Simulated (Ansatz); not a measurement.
# H: the cost of one run

Method: DFT PBEsol, plane waves, PAW, scalar-relativistic, no spin polarisation, in Ansatz 0.2.0.

**1. Starting point**

The cell holds 20 atoms (H20): a = 6.463 Å, b = 6.463 Å, c = 6.463 Å, α = 90.00°, β = 90.00°, γ = 90.00°.

Coordinates:

```cif
data_structure
_symmetry_space_group_name_H-M 'P 1'
_symmetry_Int_Tables_number 1
_cell_length_a 6.4633
_cell_length_b 6.4633
_cell_length_c 6.4633
_cell_angle_alpha 90.000
_cell_angle_beta 90.000
_cell_angle_gamma 90.000
_cell_volume 270.00
loop_
_atom_site_label
_atom_site_type_symbol
_atom_site_fract_x
_atom_site_fract_y
_atom_site_fract_z
_atom_site_occupancy
H1 H 0.71720 0.71006 0.71563 1
H2 H 0.79873 0.69364 0.63758 1
H3 H 0.00286 0.90039 0.19787 1
H4 H 0.89640 0.86757 0.22230 1
H5 H 0.99462 0.21541 0.70333 1
H6 H 0.98619 0.15338 0.60799 1
H7 H 0.78268 0.42671 0.44585 1
H8 H 0.74347 0.34101 0.51009 1
H9 H 0.38464 0.76798 0.31627 1
H10 H 0.31177 0.85418 0.29990 1
H11 H 0.84765 0.08002 0.40561 1
H12 H 0.73818 0.07792 0.37367 1
H13 H 0.02286 0.61405 0.45367 1
H14 H 0.01067 0.59483 0.34191 1
H15 H 0.43855 0.89300 0.80098 1
H16 H 0.44399 0.89998 0.68727 1
H17 H 0.18669 0.06244 0.05720 1
H18 H 0.13411 0.13591 0.12681 1
H19 H 0.27169 0.40006 0.37602 1
H20 H 0.20362 0.34094 0.30617 1
```

**2. Relaxing the start**

Input file input.yaml:

```yaml
accuracy: low
crystal:
  lattice:
    - [6.463304, 0.0, 0.0]
    - [0.0, 6.463304, 0.0]
    - [0.0, 0.0, 6.463304]
  atoms:
    - { symbol: H, position: [0.7172032, 0.7100603, 0.7156275] }
    - { symbol: H, position: [0.7987296, 0.693636, 0.6375761] }
    - { symbol: H, position: [1.0028581, 0.9003915, 0.1978652] }
    - { symbol: H, position: [0.8963986, 0.8675655, 0.2223021] }
    - { symbol: H, position: [0.9946184, 0.2154113, 0.7033263] }
    - { symbol: H, position: [0.9861864, 0.1533795, 0.6079885] }
    - { symbol: H, position: [0.7826794, 0.4267094, 0.4458492] }
    - { symbol: H, position: [0.7434732, 0.3410141, 0.5100949] }
    - { symbol: H, position: [0.3846414, 0.7679808, 0.3162656] }
    - { symbol: H, position: [0.311774, 0.8541839, 0.2999046] }
    - { symbol: H, position: [0.8476465, 0.0800236, 0.4056118] }
    - { symbol: H, position: [0.7381769, 0.0779151, 0.3736698] }
    - { symbol: H, position: [0.0228601, 0.6140503, 0.4536717] }
    - { symbol: H, position: [0.0106693, 0.5948288, 0.3419119] }
    - { symbol: H, position: [0.4385491, 0.8930029, 0.8009811] }
    - { symbol: H, position: [0.4439898, 0.8999766, 0.6872706] }
    - { symbol: H, position: [0.1866925, 0.0624385, 0.057203] }
    - { symbol: H, position: [0.1341057, 0.135907, 0.1268115] }
    - { symbol: H, position: [0.2716912, 0.4000637, 0.3760155] }
    - { symbol: H, position: [0.2036196, 0.3409354, 0.3061697] }
basis:
  ecutwfc: 420.0
kpoints:
  mp_grid: { grid: [1, 1, 1] }
hamiltonian:
  xc: pbesol
scf:
  occupations: { method: fermi_dirac, width: 0.05 }
  lower_state_search: "off"
relax:
  f_tol: 0.3
  max_steps: 15
  adjacent_minimum: "off"
```

Launch:

```bash
> ansatz run input.yaml --threads 1 --pin off --max-ram 3072MiB --backend cpu --events-out ev --progress --plain --runs-dir out
```

What time and memory should one allow on 1 thread of Arm Neoverse N1, shared host?

About 9.3 s, with a peak of 0.28 GiB.
